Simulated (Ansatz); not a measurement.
# CH₃AgF₃OP: small, medium and large basis sets

An exercise on one series of results from a longer session: the logs are not shown, and one member is left open.

Program: Ansatz 0.2.0, Gaussian basis. Level of theory: one geometry, several basis sets. These are calculated values, not measurements.

The runs, in order: PBE0-D4/def2-SVP; ωB97M-V/def2-SVP; PBE0-D4/def2-QZVPP; ωB97M-V/def2-QZVPP; the functionals' def2-TZVPP values are taken from earlier runs.

## The relaxed structure

All runs share one geometry, relaxed beforehand with PBE0-D4 in a triple-zeta def2 set. Ag takes the def2 core potential; no spin-orbit term is included.

10 atoms, charge 0, spin multiplicity 1.

Atoms are counted from 1 here; the program's logs count them from 0.

Bond lengths: C1–O2 1.389 Å, C1–H8 1.100 Å, C1–H9 1.102 Å, C1–H10 1.102 Å, O2–Ag3 1.963 Å, Ag3–P4 2.236 Å, P4–F5 1.549 Å, P4–F6 1.548 Å, P4–F7 1.549 Å. Angles: O2–C1–H8 109.4°, O2–C1–H9 113.3°, O2–C1–H10 113.3°, H8–C1–H9 106.8°, H8–C1–H10 106.8°, H9–C1–H10 107.0°, C1–O2–Ag3 126.5°, O2–Ag3–P4 177.6°, Ag3–P4–F5 119.0°, Ag3–P4–F6 116.8°, Ag3–P4–F7 119.0°, F5–P4–F6 99.5°, F5–P4–F7 99.2°, F6–P4–F7 99.5°.

The first run:

in.yaml

```yaml
crystal:
  periodic: [false, false, false]
  atoms:
    - {symbol: C, position_ang: [0.675269, -1.688297, 1.840649]}
    - {symbol: O, position_ang: [0.960149, -1.380263, 0.516548]}
    - {symbol: Ag, position_ang: [0.165387, 0.068652, -0.542509]}
    - {symbol: P, position_ang: [-0.686171, 1.692371, -1.823207]}
    - {symbol: F, position_ang: [0.270706, 2.742770, -2.439788]}
    - {symbol: F, position_ang: [-1.711869, 2.640674, -1.156531]}
    - {symbol: F, position_ang: [-1.483286, 1.306598, -3.094021]}
    - {symbol: H, position_ang: [1.282590, -2.550248, 2.153375]}
    - {symbol: H, position_ang: [-0.378493, -1.965049, 2.006779]}
    - {symbol: H, position_ang: [0.905718, -0.867208, 2.538716]}
basis:
  gaussian: {orbitals: def2-SVP}
hamiltonian: {xc: pbe0, dispersion: d4}
output: {orbitals: {seedname: orbitals}}
```

Run with:

```sh
$ ansatz run in.yaml --threads 2 --pin off --events-out ev --progress --plain --max-ram 32768MiB --backend cpu
```

Among the steps run: PBE0-D4 in def2-SVP; ωB97M-V in def2-SVP; PBE0-D4 in def2-QZVPP; ωB97M-V in def2-QZVPP.

One of the session's tables, all rows but one given; the rest of the session is left out.

It belongs to the step «Density functionals: the series». 

```
functional       basis  HOMO (eV)  LUMO (eV)
   PBE0-D4    def2-SVP      -6.04      -1.49
   PBE0-D4  def2-TZVPP      -6.25      -1.60
   PBE0-D4  def2-QZVPP      -6.31      -1.63
   ωB97M-V    def2-SVP      -8.29       0.21
   ωB97M-V  def2-TZVPP      -8.54       0.12
   ωB97M-V  def2-QZVPP          ?          ?
```

Estimate the missing values for ωB97M-V, def2-QZVPP.

**Answer.** HOMO (eV): -8.60; LUMO (eV): -0.05. In the column «HOMO (eV)» it is the lowest.
